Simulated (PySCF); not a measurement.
# F4Rh (RhF4): the cost of one run

Computed with PySCF 2.14.0 and routines of our own; the level stands in each step. Atoms count from 0.

### 1 The starting structure

5 atoms, charge 0, states of the metal's open shell are computed; geometry from: model geometry, bond lengths from ionic radii.

### 2 Ligand-field states: state-averaged CASSCF

Job settings and geometry (Å):

```
{"job": {"kind": "lf", "basis": {"metal": "x2c-TZVPall", "ligand": "x2c-SVPall"}, "nevpt": true}, "charge": 0, "metal": "Rh", "open_shell": "d5"}
Rh     0.000000     0.000000     0.000000
F      1.027683     1.027683     1.027684
F     -1.027683    -1.027683     1.027684
F     -1.027683     1.027683    -1.027684
F      1.027683    -1.027683    -1.027684
```

Level: state-averaged CASSCF of the metal d shell, SC-NEVPT2 on the averaged canonical orbitals, state-interaction spin-orbit coupling.

Started as:

```
OMP_NUM_THREADS=1 python lf_run.py task.json out
```

The driver reads the jobs from task.json and runs them one after another.

Q: Estimate the wall time and peak memory of this first job on 1 thread of Arm Neoverse V2, shared host.

About 12 s, with a peak of 0.31 GiB.
